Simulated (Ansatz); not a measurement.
# Ga6P4 zinc blende hole sphere (Ga₆P₄F₆): geometry, orbitals and charge

Aim: characterise Ga6P4 zinc blende hole sphere (Ga₆P₄F₆) as a singlet: its structure, frontier levels and distribution of charge.

Computed with Ansatz 0.2.0, Gaussian basis. Level: RKS PBE0-D4/def2-TZVP.

Plan: relaxation at PBE-D4/def2-SVP; a single point at PBE0-D4/def2-TZVP.

### 1 Starting geometry

16 atoms, charge 0, spin multiplicity 1.

Atoms are counted from 1 here; the program's logs count them from 0.

Bond lengths: P1–P2 2.271 Å, P1–P3 2.309 Å, P1–P4 2.255 Å, P1–Ga7 2.658 Å, P2–Ga6 2.392 Å, P2–F13 1.804 Å, P2–F15 1.954 Å, P3–Ga6 2.399 Å, P3–Ga10 2.333 Å, P4–Ga9 2.554 Å, P4–Ga10 2.324 Å, Ga5–Ga8 2.681 Å, Ga5–F11 2.075 Å, Ga6–Ga9 2.579 Å, Ga6–F12 1.821 Å, Ga8–F14 2.077 Å, Ga10–F16 1.839 Å. Angles: P2–P1–P3 100.7°, P2–P1–P4 109.7°, P2–P1–Ga7 79.0°, P3–P1–P4 103.8°, P3–P1–Ga7 123.5°, P4–P1–Ga7 129.9°, P1–P2–Ga6 78.8°, P1–P2–F13 83.7°, P1–P2–F15 93.6°, Ga6–P2–F13 85.9°, Ga6–P2–F15 91.7°, F13–P2–F15 176.6°, P1–P3–Ga6 77.9°, P1–P3–Ga10 74.7°, Ga6–P3–Ga10 104.2°, P1–P4–Ga9 83.1°, P1–P4–Ga10 75.9°, Ga9–P4–Ga10 83.4° and more.

Coordinates:

```xyz
16
charge 0, multiplicity 1
P     0.03187    0.31687   -0.28692
P     1.20986   -0.94456   -1.76332
P    -1.11555   -1.32664    0.85963
P     1.42812    1.17706    1.26153
Ga   -2.51801    1.08114    0.56763
Ga    0.73088   -2.55250   -0.05876
Ga   -0.79261    1.34037   -2.59708
Ga   -0.61582    2.96129    0.74634
Ga    2.54199   -1.11403    1.08321
Ga   -0.15040    0.01256    2.50863
F    -2.77832    1.03468   -1.49051
F     0.91829   -4.32042    0.33365
F    -0.42333   -1.34493   -2.41759
F    -0.07452    3.12301   -1.25274
F     2.93175   -0.50775   -0.95057
F    -1.32419    1.06384    3.45688
```

The start is a GFN1-xTB geometry.

### 2 Relaxation at PBE-D4/def2-SVP

The input, in.yaml:

```yaml
crystal:
  periodic: [false, false, false]
  atoms:
    - {symbol: P, position_ang: [0.031870, 0.316870, -0.286920]}
    - {symbol: P, position_ang: [1.209860, -0.944560, -1.763320]}
    - {symbol: P, position_ang: [-1.115550, -1.326640, 0.859630]}
    - {symbol: P, position_ang: [1.428120, 1.177060, 1.261530]}
    - {symbol: Ga, position_ang: [-2.518010, 1.081140, 0.567630]}
    - {symbol: Ga, position_ang: [0.730880, -2.552500, -0.058760]}
    - {symbol: Ga, position_ang: [-0.792610, 1.340370, -2.597080]}
    - {symbol: Ga, position_ang: [-0.615820, 2.961290, 0.746340]}
    - {symbol: Ga, position_ang: [2.541990, -1.114030, 1.083210]}
    - {symbol: Ga, position_ang: [-0.150400, 0.012560, 2.508630]}
    - {symbol: F, position_ang: [-2.778320, 1.034680, -1.490510]}
    - {symbol: F, position_ang: [0.918290, -4.320420, 0.333650]}
    - {symbol: F, position_ang: [-0.423330, -1.344930, -2.417590]}
    - {symbol: F, position_ang: [-0.074520, 3.123010, -1.252740]}
    - {symbol: F, position_ang: [2.931750, -0.507750, -0.950570]}
    - {symbol: F, position_ang: [-1.324190, 1.063840, 3.456880]}
basis:
  gaussian: {orbitals: def2-SVP}
hamiltonian: {xc: pbe, dispersion: d4}
scf: {lower_state_search: "off"}
output: {orbitals: {seedname: orbitals}}
relax: {f_tol: 0.03, max_steps: 70}
```

Command:

```bash
$ ansatz run in.yaml --threads 2 --pin off --events-out ev --progress --plain --max-ram 32768MiB --backend cuda --devices 0, --max-vram 18GiB
```

After this run come: Single point, PBE0-D4/def2-TZVP.

Before running them: what should the planned runs give, taken together? Wanted: point group; commonest bond; HOMO, LUMO at PBE0-D4/def2-TZVP; dipole at PBE-D4/def2-SVP.

**Answer**, as computed:

| quantity | value |
| --- | --- |
| point group | C1 |
| commonest bond | F–Ga, 6 of mean length 1.904 Å |
| HOMO, LUMO at PBE0-D4/def2-TZVP | -6.43, -3.14 eV |
| dipole at PBE-D4/def2-SVP | 5.94 D |

The relaxation broke 2 and made 1 bonds, so the end is another structure than the start. No usable vibrations, so a minimum isn't proven. Whether this spin is the lowest isn't tested here. The point group is read from a loosely relaxed geometry; soft torsions can leave it below the true symmetry.
